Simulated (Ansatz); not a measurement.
# CuF: a geometry optimisation

With Ansatz's Python interface.

The cells in order, each with its output:

```python
import itertools

import ansatz
from ase.data import atomic_numbers, covalent_radii
import numpy as np

BASIS = "def2-SVP"
FUNCTIONAL = "pbe0"
VDW = "d4"
```

```python
geometry_ang = [
    ("Cu", (0.0, 0.0, 0.0)),
    ("F", (0.0, 0.0, 1.75)),
]
system = ansatz.Crystal.molecule()
for symbol, xyz in geometry_ang:
    system = system.atom(symbol, xyz)
```

```python
calc = system.calculation()
calc = calc.basis(gaussian=BASIS).functional(FUNCTIONAL, dispersion=VDW)
symbols = [site.symbol for site in system.cartesian_sites]
start = np.array([site.position_ang for site in system.cartesian_sites], dtype=float)
def progress(event):
    if event["event"] == "relax_step":
        row = event["data"]
        print(f"step {row['step']:3d}  E = {row['lagrangian_ev']:.6f} eV  largest force component {row['allowed_force_max_ev_ang']:.4f} eV/A")


r = calc.relax(force_tolerance=0.02).session().plan().execute(on_event=progress).report
end = np.array(r["positions_ang"])
```

    step   1  E = -47339.242506 eV  largest force component 0.0059 eV/A

```python
for key in ("converged", "free_energy_ev", "reference_energy_ev", "n_frozen", "n_occupied", "n_virtual"):
    print(f"{key:22s} {r[key]}")
```

    converged              True
    free_energy_ev         -47339.24255739565
    reference_energy_ev    -47339.23112941107
    n_frozen               0
    n_occupied             [19, 19]
    n_virtual              [26, 26]

```python
# pairs closer than 1.2 times the sum of covalent radii, before or after
radius = [covalent_radii[atomic_numbers[s]] for s in symbols]
span = lambda where, i, j: np.linalg.norm(where[i] - where[j])
bonded = [(i, j) for i, j in itertools.combinations(range(len(symbols)), 2) if min(span(start, i, j), span(end, i, j)) < 1.2 * (radius[i] + radius[j])]
print("pair        before    after (A)")
for i, j in bonded:
    print(f"{symbols[i]}{i}-{symbols[j]}{j}".ljust(10), f"{span(start, i, j):8.4f} {span(end, i, j):8.4f}")
```

    pair        before    after (A)
    Cu0-F1       1.7500   1.7500

```python
charges = r["charge_distribution"]
print("dipole moment", round(4.803205 * float(np.linalg.norm(charges["dipole_moment_e_ang"])), 3), "D")
print("Mulliken:", [(s, round(q, 3)) for s, q in zip(symbols, charges["mulliken_charges_e"])])
```

    dipole moment 5.168 D
    Mulliken: [('Cu', 0.506), ('F', -0.506)]

Notes:
- Total energies depend on the basis set; only differences at equal settings carry meaning.
- The end point is the stationary point reached from this start; no frequency run checks that it is a minimum, and the basis set is modest.
- Total less reference energy is the dispersion correction.
- The spin state was assumed, and another may lie lower.
- The whole script took 1.6 s on 1 thread of Arm Neoverse V2 (shared host), peak memory 0.17 GiB.

(Lines on the test bed's own set-up are left out of the output.)
